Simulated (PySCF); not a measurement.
# Ag(OH)₂: doublet, from a PBE minimum start

Where does doublet Ag(OH)₂ go from a PBE minimum start, is the end point a minimum, and what are its modes, charges and moments?

Program: PySCF 2.14.0. Level of theory: PBE, basis Ag def2-SVP with ECP28, O def2-SVP, H def2-SVP, scalar-relativistic core potentials, no spin–orbit coupling, density fitting. These are calculated values, not measurements.

### Step 1. The system as given

5 atoms, charge 0, spin multiplicity 2.

Bond lengths: Ag1–O2 1.974 Å, Ag1–O3 1.974 Å, O2–H4 0.981 Å, O3–H5 0.981 Å. Angles: O2–Ag1–O3 180.0°, Ag1–O2–H4 110.1°, Ag1–O3–H5 110.1°.

```xyz
5
charge 0 multiplicity 2
Ag    0.0000    0.0000    0.0000
O     0.1206    0.0000    1.9701
O    -0.1206    0.0000   -1.9701
H    -0.7781    0.0000    2.3634
H     0.7781    0.0000   -2.3634
```

### Step 2. First SCF at the start

One driver script runs all steps and calls PySCF; scf.py shows how it sets up the SCF of each step. The optimiser is the driver's own. After this first run the driver tries any further starts and a stability analysis.

scf.py

```python
from pyscf import gto, scf, dft
mol = gto.M(atom='''
Ag     0.000000     0.000000    -0.000000
O      0.120596     0.000000     1.970116
O     -0.120596     0.000000    -1.970116
H     -0.778116     0.000000     2.363450
H      0.778116     0.000000    -2.363450''',
    basis={'Ag': 'def2-SVP', 'O': 'def2-SVP', 'H': 'def2-SVP'},
    ecp={'Ag': 'def2-SVP'},
    charge=0, spin=1)
mf = dft.UKS(mol, xc='PBE')
mf.grids.atom_grid = (50, 194)
aux = {'Ag': 'def2-universal-JKFIT', 'O': 'def2-universal-JKFIT', 'H': 'def2-universal-JKFIT'}
mf = mf.density_fit(auxbasis=aux)
mf.conv_tol = 1e-08
mf.diis_space = 10
mf.max_cycle = 60
mf.init_guess = 'minao'
mf.verbose = 4
mf.kernel()
```

On the command line:

```console
OMP_NUM_THREADS=2 python axn.py task.json out
```

Further steps of the session: PBE minimum start, doublet: relaxation; Vibrations and properties at this point.

**Question.** What will these runs give? Wanted: minimum; geometry; wavenumbers; dipole moment; highest occupied, lowest empty level; polar-tensor charge of Ag1; zero-point energy; atomisation energy; ⟨S²⟩.

The runs gave:

```
                                          quantity                                                                                      value
                                           minimum                                                                               doublet, C2h
                                          geometry                     Ag–O 1.974 Å (×2), O–H 0.981 Å (×2); Ag–O–H 110.1° (×2), O–Ag–O 180.0°
                                wavenumbers (cm⁻¹)  97 (au), 165 (bu), 476 (ag), 480 (au), 587 (bu), 699 (ag), 741 (bu), 3654 (bu), 3659 (ag)
                                     dipole moment                                                                                     0.00 D
highest occupied, lowest empty level (either spin)                                                                            -6.30, -5.66 eV
                        polar-tensor charge of Ag1                                                                                    +0.24 e
                                 zero-point energy                                                                                63.2 kJ/mol
                               entropy at 298.15 K                                                                            297.3 J/(mol K)
         atomisation energy (no zero-point energy)                                                                                1381 kJ/mol
                                              ⟨S²⟩                                                                                      0.754
```

The PBE minimum start keeps its C2h symmetry and ends in a minimum. In the infrared the band at 741 cm⁻¹ (bu) leads. Only this shape and spin were tried, so other structures or states may lie lower. One determinant may miss the lowest occupation of an open d or f shell.
